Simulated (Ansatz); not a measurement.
ZnNi3, space group Pm-3m: a check of PAW against all-electron LAPW, run with Ansatz 0.2.0, Python API.

`paw_lapw_znni3.py`
```python
import ansatz as az
from ase import Atoms
import numpy as np

params = {
    "functional": "pbesol",
    "mesh": (5, 5, 5),
}


def count_gap(report):
    # lowest empty less highest filled band, counting bands; zero where they overlap
    return max(report.get("gap_by_band_count_ev") or 0.0, 0.0)


def main() -> None:
    atoms = Atoms(
        ["Zn", "Ni", "Ni", "Ni"],
        scaled_positions=[
            (0.0, 0.0, 0.0),
            (0.0, 0.5, 0.5),
            (0.5, 0.0, 0.5),
            (0.5, 0.5, 0.0),
        ],
        cell=[
            (3.531467, 0.0, 0.0),
            (0.0, 3.531467, 0.0),
            (0.0, 0.0, 3.531467),
        ],
        pbc=True,
    )
    atoms.set_initial_magnetic_moments([0.0, 1.5, 1.5, 1.5])
    structure = az.Crystal.from_ase(atoms)

    job = (
        structure.calculation()
        .functional(params["functional"])
        .spin(az.SpinTreatment.COLLINEAR)
        .occupations(az.OccupationsMethod.FERMI_DIRAC)
        .kpoints(mesh=params["mesh"], shift=0.5)
        .stress()
        .forces()
        .band_table()
    )
    variants = {
        "PAW": job.pseudopotentials("paw"),
        "LAPW": job.pseudopotentials("all_electron", lapw=True),
    }
    rows = []
    for label, variant in variants.items():
        summary = variant.run().report
        levels = np.array(summary["eigenvalues_ev"][0]) - summary["fermi_energy_ev"]
        print(label, "levels at the first k-point near E_F:", np.round(levels[np.abs(levels) < 5], 3))
        rows.append((label, summary["n_electrons"], np.trace(summary["stress_gpa"]) / 3, count_gap(summary), summary["magnetization_mub"]))
    lines = [",".join(["treatment", "electrons in bands", "P GPa", "gap by band count eV", "moment muB"])] + [",".join(f"{v:.4f}" if isinstance(v, float) else str(v) for v in row) for row in rows]
    print("\n".join(lines))
    with open("paw_lapw.csv", "w") as handle:
        handle.write("\n".join(lines) + "\n")


if __name__ == "__main__":
    main()
```

How well do the two treatments of the cores agree on the pressure?

PAW gives -1.796 GPa and LAPW -1.797 GPa, 0.001 GPa apart. They took 3.9 and 35.8 s of processor time.

What the script printed:

```console
$ python paw_lapw_znni3.py
DeckWarning: basis.ecutwfc = 420 eV, auto-derived from the records' recommended cutoffs: set by Zn (normal level)
PAW levels at the first k-point near E_F: [-4.342 -3.129 -2.962 -2.962 -2.811 -2.811 -1.538 -1.194 -1.194 -0.613
 -0.613 -0.599 -0.599 -0.395 -0.112  1.594  1.842  1.842]
LAPW levels at the first k-point near E_F: [-4.34  -3.131 -2.964 -2.964 -2.81  -2.81  -1.538 -1.194 -1.194 -0.615
 -0.615 -0.601 -0.601 -0.398 -0.116  1.591  1.839  1.839]
treatment,electrons in bands,P GPa,gap by band count eV,moment muB
PAW,66.0000,-1.7958,0.0000,1.1109
LAPW,74.0000,-1.7970,0.0000,1.1177
```
(Warnings from the package without file and line.)

These settings explore the input space; cutoff and mesh may be short of convergence. Other magnetic orders than the one started from may lie lower. For a metal this k-point mesh is coarse: on a finer one energies can move by several to tens of meV an atom and pressures by half a GPa or more, differences at one mesh by less. A gap by band count of zero or less means overlapping bands, a metal. The structure comes from a database of computed cells and needn't be a stable or known phase. Levels are Kohn-Sham eigenvalues on this mesh. Pressure is positive in compression; the treatments may keep other shells as core, so totals and counts of electrons can differ. It ran for 40 s on 1 thread of Arm Neoverse V2, with other jobs on the host, peak memory 0.75 GiB.
